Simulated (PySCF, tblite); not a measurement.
# C4H9BF2O: dynamics, then NMR shifts on frames, part 1 of 2

How do NMR shifts of C4H9BF2O (`CC(C)OCB(F)F`) change as the atoms move?

Programs: tblite 0.8.0 and PySCF 2.14.0, with density-fitted response routines of our own. Each step states its level of theory. These are calculated values for one molecule in the gas phase, unless marked as measured. Atoms are numbered from 0 throughout.

## 1. The molecule as given

17 atoms, charge 0, multiplicity 1; geometry from: GFN2-xTB.

Bonds of the start (Å): C0–C1 1.53, C1–C2 1.52, C1–O3 1.42, O3–C4 1.41, C4–B5 1.59, B5–F6 1.31, B5–F7 1.32, C0–H8 1.09, C0–H9 1.09, C0–H10 1.09, C1–H11 1.10, C2–H12 1.09, C2–H13 1.09, C2–H14 1.09, C4–H15 1.10, C4–H16 1.10.

## 2. Dynamics with GFN2-xTB

Job settings and geometry (Å):

```
{"job": {"kind": "md", "xc": "GFN2-xTB", "basis": "xTB", "temperature": 600, "steps": 2000, "every": 50, "frames": 5}, "charge": 0, "multiplicity": 1}
C     -1.207815     1.029967    -0.822174
C     -0.606050     0.099495     0.234165
C     -1.701254    -0.598570     1.033082
O      0.179733    -0.928339    -0.358051
C      1.480153    -0.548154    -0.764444
B      2.499616    -0.120806     0.381514
F      2.287960    -0.222555     1.673547
F      3.690303     0.356721     0.072962
H     -1.839186     1.771790    -0.341377
H     -1.807758     0.450817    -1.519975
H     -0.429941     1.549506    -1.377216
H      0.024698     0.690907     0.916446
H     -2.318999    -1.189648     0.362974
H     -2.319918     0.135135     1.541448
H     -1.255138    -1.262624     1.767438
H      1.881280    -1.435611    -1.270138
H      1.435317     0.233999    -1.540110
```

Method: GFN2-xTB Langevin dynamics, gas phase.

Command:

```
> OMP_NUM_THREADS=1 python probes_run.py task.json out
```

One launch serves the whole session: the jobs run in the order shown.

The program printed:

```text
t/fs     T/K      E/eV
    0.0   518.0   -762.12622
   25.0   470.7   -761.28331
   50.0   501.6   -761.21556
   75.0   634.1   -761.41590
  100.0   553.9   -761.22618
  125.0   649.2   -761.28698
  150.0   600.7   -761.00896
  175.0   516.3   -760.73033
  200.0   420.8   -760.71558
  225.0   606.6   -760.90057
  250.0   597.9   -760.87315
  275.0   524.7   -760.56450
  300.0   669.9   -760.70469
  325.0   724.6   -760.80398
  350.0   606.4   -761.11106
  375.0   613.4   -761.03527
  400.0   772.4   -761.19000
  425.0   753.9   -761.06403
  450.0   664.7   -760.74312
  475.0   650.7   -760.72785
  500.0   661.9   -760.77727
  525.0   693.4   -760.53644
  550.0   862.7   -761.08927
  575.0   621.5   -760.63618
  600.0   661.0   -760.93863
  625.0   707.1   -760.70360
  650.0   917.0   -760.75798
  675.0   736.1   -760.65414
  700.0   594.0   -760.78456
  725.0   642.4   -760.71081
  750.0   747.0   -760.95226
  775.0   475.4   -760.67887
  800.0   542.8   -760.61503
  825.0   543.5   -760.46567
  850.0   770.1   -761.16151
  875.0   682.5   -761.11341
  900.0   926.6   -760.85502
  925.0   599.1   -760.44574
  950.0   650.5   -760.81736
  975.0   724.7   -760.67542
 1000.0   755.8   -761.03006
```

Run time: 18 s. Hardware: 1 thread of Arm Neoverse N1, shared host; peak memory 0.18 GiB.

Distance from the start (root mean square after alignment): 0 fs 0.00 Å, 200 fs 0.56 Å, 400 fs 0.29 Å, 600 fs 0.64 Å, 800 fs 1.05 Å, 1000 fs 1.14 Å.

Positions (Å) and forces (eV/Å) at 1000 fs:

```xyz
17

C    -2.024    2.722    0.924   -3.534   -2.472    0.857
C    -2.148    1.120    1.148    1.220    2.647    2.494
C    -3.398    0.625    0.577   -1.928   -1.721   -1.021
O    -1.052    0.503    0.613    2.491   -0.508   -0.342
C     0.247    0.875    1.226   -1.452   -2.763    0.454
B     1.373   -0.287    1.103    0.841    1.442    0.798
F     1.041   -1.515    1.329    0.172   -0.700   -0.251
F     2.702    0.009    1.277   -1.679   -0.434   -0.473
H    -1.107    3.102    1.212    1.429    0.675    0.324
H    -2.840    3.040    1.618    0.710    0.528   -0.679
H    -2.326    2.918   -0.101    0.346    0.203    0.130
H    -2.156    0.938    2.344    0.048    0.318   -1.850
H    -3.589    0.928   -0.463    0.131    0.255    0.493
H    -4.270    0.749    1.198   -0.248    1.323    0.220
H    -3.487   -0.462    0.558    1.026   -0.499   -0.303
H     0.586    1.842    1.028    0.252    1.438   -0.643
H     0.046    0.798    2.325    0.176    0.268   -0.210
```

## 3. Shielding tensors: 250 fs, PBE0/pcSseg-1

Job settings and geometry (Å):

```
{"job": {"kind": "nmr", "xc": "PBE0", "basis": "pcSseg-1", "pop": false}, "charge": 0, "multiplicity": 1}
C     -1.664200     1.448500    -0.883400
C     -0.944000     0.479400     0.097500
C     -1.874900     0.016100     1.129000
O     -0.289800    -0.549900    -0.556400
C      1.165000    -0.401600    -0.715900
B      2.022700    -0.548800     0.638800
F      1.563500    -1.269600     1.535000
F      3.327700    -0.271000     0.630000
H     -2.200300     2.167400    -0.238900
H     -2.326600     0.847700    -1.525700
H     -0.897500     1.837400    -1.614800
H     -0.079200     1.177500     0.541200
H     -2.615400    -0.606000     0.924400
H     -2.398800     0.855100     1.670000
H     -1.378400    -0.427700     1.950400
H      1.336900    -1.285800    -1.282800
H      1.235700     0.383800    -1.420100
```

Method: GIAO PBE0/pcSseg-1 NMR shielding, non-relativistic, gas phase.

The program printed:

```text
coarse grid: 14272 points
cycle   1  E = -456.9344557998  dE =  9.718e-01  |g| = 8.316e-01  |ddm| = 3.458e+00
cycle   2  E = -456.8242450496  dE =  1.102e-01  |g| = 1.177e+00  |ddm| = 1.362e+00
cycle   3  E = -457.0574095522  dE = -2.332e-01  |g| = 1.099e-01  |ddm| = 8.743e-01
cycle   4  E = -457.0595521534  dE = -2.143e-03  |g| = 4.000e-02  |ddm| = 8.909e-02
cycle   5  E = -457.0598407819  dE = -2.886e-04  |g| = 1.035e-02  |ddm| = 3.148e-02
cycle   6  E = -457.0598570369  dE = -1.626e-05  |g| = 2.834e-03  |ddm| = 7.727e-03
cycle   7  E = -457.0598585089  dE = -1.472e-06  |g| = 3.903e-04  |ddm| = 2.109e-03
final grid: 138808 points
cycle   8  E = -457.1291442234  dE = -7.074e-05  |g| = 1.174e-02  |ddm| = 2.785e-02
cycle   9  E = -457.1291172212  dE =  2.700e-05  |g| = 1.715e-02  |ddm| = 1.752e-02
cycle  10  E = -457.1291705895  dE = -5.337e-05  |g| = 1.475e-03  |ddm| = 1.077e-02
cycle  11  E = -457.1291710466  dE = -4.571e-07  |g| = 2.422e-04  |ddm| = 1.479e-03
cycle  12  E = -457.1291710593  dE = -1.272e-08  |g| = 8.101e-05  |ddm| = 2.701e-04
cycle  13  E = -457.1291710607  dE = -1.351e-09  |g| = 2.425e-05  |ddm| = 7.674e-05
cycle  14  E = -457.1291710608  dE = -1.264e-10  |g| = 3.932e-06  |ddm| = 1.907e-05
converged SCF energy = -457.1291710608

GIAO shielding tensors (ppm)
atom      isotropic    diamagn.    paramagn.     s11        s22        s33       span
  0 C      153.353     250.307     -96.954    131.364    148.987    179.708     48.344
  1 C       99.831     243.319    -143.488     69.676     83.125    146.691     77.015
  2 C      173.960     244.941     -70.982    150.249    172.500    199.130     48.882
  3 O      290.616     400.178    -109.562    230.092    300.343    341.412    111.320
  4 C      119.425     251.962    -132.537     72.396    105.052    180.827    108.431
  5 B       74.362     194.615    -120.252     54.111     82.254     86.722     32.611
  6 F      240.461     468.698    -228.237     56.551    274.232    390.599    334.048
  7 F      243.897     465.858    -221.961     53.890    307.444    370.356    316.466
  8 H       30.002      29.629       0.373     25.733     28.653     35.620      9.887
  9 H       30.032      29.991       0.041     27.626     28.157     34.315      6.690
 10 H       28.929      30.019      -1.090     24.753     28.188     33.845      9.092
 11 H       27.115      32.237      -5.122     24.573     28.199     28.573      4.001
 12 H       33.020      32.749       0.272     29.854     30.097     39.110      9.256
 13 H       30.389      28.975       1.413     25.643     28.172     37.352     11.709
 14 H       31.208      31.738      -0.530     25.992     30.035     37.597     11.605
 15 H       28.407      31.361      -2.954     23.694     27.724     33.802     10.108
 16 H       28.168      32.986      -4.817     22.641     27.818     34.046     11.405
```

Run time: 55 s. Hardware: 1 thread of Arm Neoverse N1, shared host; peak memory 0.82 GiB.

Shifts follow as δ = σ(reference) − σ, with reference shieldings (ppm) from runs at the same level and on the same kind of geometry: 1H TMS 31.72, 13C TMS 186.9, 19F CFCl3 170.9, 17O H2O 336.1, 11B BF3·OEt2 100.1. The references are single molecules in the gas phase, so shifts against H2O, NH3, PH3, H3PO4 or CFCl3 are not on the usual liquid scales and can be off by tens of ppm. Each atom is listed at this fixed geometry, with no averaging over motion; a spectrum would average atoms that exchange fast.

| atoms | environment | σ (ppm) | δ (ppm) |
| --- | --- | --- | --- |
| C1 | sp3 CH bonded to O | 99.8 | 87.1 |
| C4 | sp3 CH2 bonded to B and O | 119.4 | 67.5 |
| C0 | methyl carbon | 153.4 | 33.6 |
| C2 | methyl carbon | 174.0 | 13.0 |
| H11 | hydrogen on an sp3 CH bonded to O | 27.12 | 4.60 |
| H16 | hydrogen on an sp3 CH2 bonded to B and O | 28.17 | 3.55 |
| H15 | hydrogen on an sp3 CH2 bonded to B and O | 28.41 | 3.31 |
| H10 | hydrogen on a methyl carbon | 28.93 | 2.79 |
| H8 | hydrogen on a methyl carbon | 30.00 | 1.71 |
| H9 | hydrogen on a methyl carbon | 30.03 | 1.68 |
| H13 | hydrogen on a methyl carbon | 30.39 | 1.33 |
| H14 | hydrogen on a methyl carbon | 31.21 | 0.51 |
| H12 | hydrogen on a methyl carbon | 33.02 | -1.30 |
| O3 | ether oxygen | 290.6 | 45.5 |
| B5 | boron bonded to C, 2 F | 74.4 | 25.7 |
| F6 | fluorine bonded to B | 240.5 | -69.5 |
| F7 | fluorine bonded to B | 243.9 | -73.0 |

Orbitals, density, ELF and potential are computed afterwards from the orbital file.

Frontier orbitals at PBE0/pcSseg-1, with the share of their density that lies nearest to each atom:

| orbital | energy (eV) | lies on |
| --- | --- | --- |
| HOMO | -7.24 | O3 58 %; C0 10 %; C1 7 % |
| LUMO | -0.28 | B5 43 %; H11 13 %; F6, F7 about 10 % each |

ELF in a plane through or near 7 of the atoms.

Ten even steps from '0' (0.00) to '9' (1.00):
```
0000000000000000000000000000
0000000000000000000000000000
0000000000000000000000000000
0000000000000056300000000000
0000001344200499920100000000
0000003688620499945740000000
0000001677730089779982000000
0000100488510025369971000000
0001343223200148867520000000
0002567416820332530000000000
0001465359840231753420000000
0000221026761037824751000000
0000000018993004482631000000
0000000029996038965310000000
0000000029995089994100000000
0000000005870079982000000000
0000000000000015620000000000
0000000000000000000000000000
0000000000000000000000000000
0000000000000000000000000000
```
The map spans 12.4 Å across and 9.5 Å up, centred on the molecule. Atoms in the plane (x, y in Å): C0 (1.7, -1.1), C1 (0.6, 0.0), B5 (-2.5, 0.5), F6 (-2.3, 1.7), H10 (1.1, -2.1), H14 (0.7, 2.1), H16 (-1.4, -1.6).

log10 of the density (e/Å³) in the same plane.

Ten even steps from ' ' (-4.0) to '@' (1.5):
```
                                                        
                                                        
                ....      ..::::::::....                
            ..::----::....::--==----::::..              
          ::--==++++==--::--++++++++==----::            
        ..--==**####**==--==**##****++++==::..          
      ..--==++##%%%%##++====**########**==--::          
      --====++**%%%%**++====**########**==--::          
    ..==++******%%##**++==++**######**++==--::          
    ::==++**########**++++**##@@##**++====--::          
    ..==++********####******##%%##****++==--::..        
      --==++++++++####****++**########**++==::..        
      ..------==++**####++++++**##@@##**++==::..        
        ..::::--==**##**++==++**######++==--::..        
            ..::--++++++====++**##**++==--::..          
              ..::--====----==++++++==----::..          
                ....::::....----------::..              
                            ..::::::....                
                                                        
                                                        
```
The map spans 12.4 Å across and 9.5 Å up, centred on the molecule. Atoms in the plane (x, y in Å): C0 (1.7, -1.1), C1 (0.6, 0.0), B5 (-2.5, 0.5), F6 (-2.3, 1.7), H10 (1.1, -2.1), H14 (0.7, 2.1), H16 (-1.4, -1.6).

On the surface of density 0.002 e/bohr³ the electrostatic potential runs, from the 1st to the 99th percentile, from -1.43 V near O3 to 1.90 V near B5.

## 4. NMR shieldings: 425 fs, PBE0/pcSseg-1

Job settings and geometry (Å):

```
{"job": {"kind": "nmr", "xc": "PBE0", "basis": "pcSseg-1", "pop": false}, "charge": 0, "multiplicity": 1}
C     -1.493400     2.034400    -0.063600
C     -1.003900     0.738600     0.418800
C     -2.115100    -0.187900     0.883600
O     -0.346200    -0.041400    -0.637900
C      1.069800    -0.345700    -0.719800
B      1.792100    -0.699800     0.615900
F      1.335300    -0.882300     1.858400
F      3.106300    -0.655000     0.733200
H     -2.249900     2.563700     0.525500
H     -1.936200     1.912400    -1.038500
H     -0.572400     2.665500    -0.180400
H     -0.311800     1.002900     1.256800
H     -2.969700    -0.085800     0.219300
H     -2.483000     0.112200     1.855100
H     -1.643400    -1.216900     0.851000
H      1.245100    -1.162600    -1.301300
H      1.519000     0.466200    -1.086800
```

Level: GIAO PBE0/pcSseg-1 NMR shielding, non-relativistic, gas phase.

The program printed:

```text
coarse grid: 14272 points
cycle   1  E = -456.9405355727  dE =  8.951e-01  |g| = 8.391e-01  |ddm| = 3.447e+00
cycle   2  E = -456.8230289964  dE =  1.175e-01  |g| = 1.210e+00  |ddm| = 1.328e+00
cycle   3  E = -457.0651697901  dE = -2.421e-01  |g| = 1.066e-01  |ddm| = 8.340e-01
cycle   4  E = -457.0671265697  dE = -1.957e-03  |g| = 4.284e-02  |ddm| = 8.547e-02
cycle   5  E = -457.0674552169  dE = -3.286e-04  |g| = 1.154e-02  |ddm| = 3.286e-02
cycle   6  E = -457.0674760880  dE = -2.087e-05  |g| = 2.940e-03  |ddm| = 8.740e-03
cycle   7  E = -457.0674777482  dE = -1.660e-06  |g| = 2.651e-04  |ddm| = 2.182e-03
final grid: 138808 points
cycle   8  E = -457.1336028333  dE = -5.738e-05  |g| = 1.171e-02  |ddm| = 2.618e-02
cycle   9  E = -457.1335764706  dE =  2.636e-05  |g| = 1.693e-02  |ddm| = 1.704e-02
cycle  10  E = -457.1336292303  dE = -5.276e-05  |g| = 1.682e-03  |ddm| = 1.060e-02
cycle  11  E = -457.1336298216  dE = -5.913e-07  |g| = 1.699e-04  |ddm| = 1.551e-03
cycle  12  E = -457.1336298266  dE = -4.913e-09  |g| = 9.181e-05  |ddm| = 2.071e-04
cycle  13  E = -457.1336298283  dE = -1.750e-09  |g| = 2.112e-05  |ddm| = 7.288e-05
cycle  14  E = -457.1336298284  dE = -7.753e-11  |g| = 5.589e-06  |ddm| = 1.539e-05
converged SCF energy = -457.1336298284

GIAO shielding tensors (ppm)
atom      isotropic    diamagn.    paramagn.     s11        s22        s33       span
  0 C      163.208     248.733     -85.525    145.779    157.642    186.203     40.424
  1 C      107.097     242.571    -135.474     74.845     87.447    159.000     84.155
  2 C      153.380     249.131     -95.751    125.713    150.893    183.536     57.823
  3 O      280.029     398.875    -118.846    228.184    240.322    371.582    143.398
  4 C      136.543     248.317    -111.774     97.413    114.071    198.145    100.732
  5 B       71.039     192.566    -121.527     37.200     83.474     92.444     55.245
  6 F      229.096     470.834    -241.738     49.182    280.623    357.483    308.301
  7 F      228.186     465.658    -237.473     56.375    270.172    358.010    301.635
  8 H       30.220      28.925       1.296     26.300     27.725     36.636     10.336
  9 H       30.756      30.809      -0.053     27.330     29.254     35.683      8.353
 10 H       29.380      29.532      -0.152     24.432     28.211     35.497     11.065
 11 H       27.398      32.795      -5.397     24.124     28.279     29.790      5.666
 12 H       30.274      30.923      -0.648     27.453     28.969     34.401      6.948
 13 H       30.429      30.371       0.058     27.181     27.509     36.597      9.416
 14 H       28.761      29.801      -1.040     24.189     28.809     33.284      9.095
 15 H       29.769      31.376      -1.607     25.169     28.600     35.540     10.371
 16 H       29.744      33.414      -3.670     23.948     28.645     36.638     12.690
```

Run time: 43 s. Hardware: 1 thread of Arm Neoverse N1, shared host; peak memory 0.83 GiB.

Key values: δ C1 79.8, C4 50.4, C2 33.5, C0 23.7, H11 4.32, H14 2.96 ppm.

## 5. Nuclear shieldings: 625 fs, PBE0/pcSseg-1

Job settings and geometry (Å):

```
{"job": {"kind": "nmr", "xc": "PBE0", "basis": "pcSseg-1", "pop": false}, "charge": 0, "multiplicity": 1}
C     -2.077300     1.894400     0.811400
C     -1.214600     0.687500     0.964700
C     -2.023300    -0.375400     1.881200
O     -0.708600     0.345400    -0.297300
C      0.670400     0.500400    -0.444100
B      1.821900    -0.396200     0.144100
F      1.617500    -1.416400     1.026500
F      3.052000    -0.331700    -0.418400
H     -1.678500     2.916600     1.041800
H     -2.959500     1.796200     1.340400
H     -2.400500     2.045700    -0.207500
H     -0.392700     0.917400     1.639900
H     -2.866500    -0.869300     1.228000
H     -2.471500     0.325600     2.650200
H     -1.431000    -0.965900     2.639300
H      0.899000     0.473000    -1.525000
H      0.887400     1.545300    -0.215200
```

With the program's defaults for keys left out, this is: GIAO PBE0/pcSseg-1 NMR shielding, non-relativistic, gas phase.

The program printed:

```text
coarse grid: 14272 points
cycle   1  E = -456.9410827707  dE =  7.518e-01  |g| = 8.162e-01  |ddm| = 3.416e+00
cycle   2  E = -456.8278485491  dE =  1.132e-01  |g| = 1.188e+00  |ddm| = 1.258e+00
cycle   3  E = -457.0594419024  dE = -2.316e-01  |g| = 8.832e-02  |ddm| = 7.763e-01
cycle   4  E = -457.0607586895  dE = -1.317e-03  |g| = 3.835e-02  |ddm| = 7.463e-02
cycle   5  E = -457.0610592858  dE = -3.006e-04  |g| = 8.045e-03  |ddm| = 2.790e-02
cycle   6  E = -457.0610676871  dE = -8.401e-06  |g| = 3.506e-03  |ddm| = 6.323e-03
cycle   7  E = -457.0610698003  dE = -2.113e-06  |g| = 2.796e-04  |ddm| = 2.351e-03
final grid: 138808 points
cycle   8  E = -457.1260986043  dE = -4.805e-05  |g| = 1.129e-02  |ddm| = 2.465e-02
cycle   9  E = -457.1260776327  dE =  2.097e-05  |g| = 1.577e-02  |ddm| = 1.569e-02
cycle  10  E = -457.1261221069  dE = -4.447e-05  |g| = 1.282e-03  |ddm| = 9.701e-03
cycle  11  E = -457.1261224543  dE = -3.475e-07  |g| = 1.886e-04  |ddm| = 1.272e-03
cycle  12  E = -457.1261224618  dE = -7.501e-09  |g| = 6.850e-05  |ddm| = 2.176e-04
cycle  13  E = -457.1261224627  dE = -8.955e-10  |g| = 2.528e-05  |ddm| = 6.179e-05
converged SCF energy = -457.1261224627

GIAO shielding tensors (ppm)
atom      isotropic    diamagn.    paramagn.     s11        s22        s33       span
  0 C      165.193     244.043     -78.850    128.852    164.760    201.967     73.116
  1 C      113.150     239.232    -126.082     74.941     97.574    166.936     91.995
  2 C      142.954     243.465    -100.510    105.078    143.873    179.913     74.835
  3 O      310.836     397.414     -86.578    252.512    299.688    380.307    127.795
  4 C      128.575     248.482    -119.907     90.154    109.147    186.425     96.271
  5 B       69.319     196.280    -126.961     38.745     81.259     87.954     49.210
  6 F      229.033     471.004    -241.972     22.730    292.726    371.642    348.912
  7 F      246.268     467.250    -220.982     76.294    301.381    361.128    284.834
  8 H       29.226      27.915       1.310     25.384     26.504     35.789     10.404
  9 H       32.113      31.061       1.052     26.740     31.794     37.806     11.066
 10 H       30.778      30.034       0.743     27.053     29.074     36.206      9.152
 11 H       28.494      32.577      -4.083     26.920     28.960     29.602      2.682
 12 H       27.442      26.103       1.339     24.597     25.366     32.364      7.767
 13 H       29.611      28.216       1.396     24.877     29.936     34.020      9.143
 14 H       28.051      28.368      -0.317     24.074     26.776     33.304      9.230
 15 H       27.702      30.392      -2.690     22.422     27.068     33.617     11.196
 16 H       28.296      31.235      -2.939     22.779     28.013     34.096     11.317
```

Wall time 41 s (1 thread of Arm Neoverse N1, shared host); peak memory 0.82 GiB.

Key values: δ C1 73.8, C4 58.3, C2 44.0, C0 21.7, H12 4.27, H15 4.01 ppm.

(Continued in part 2 of 2.)
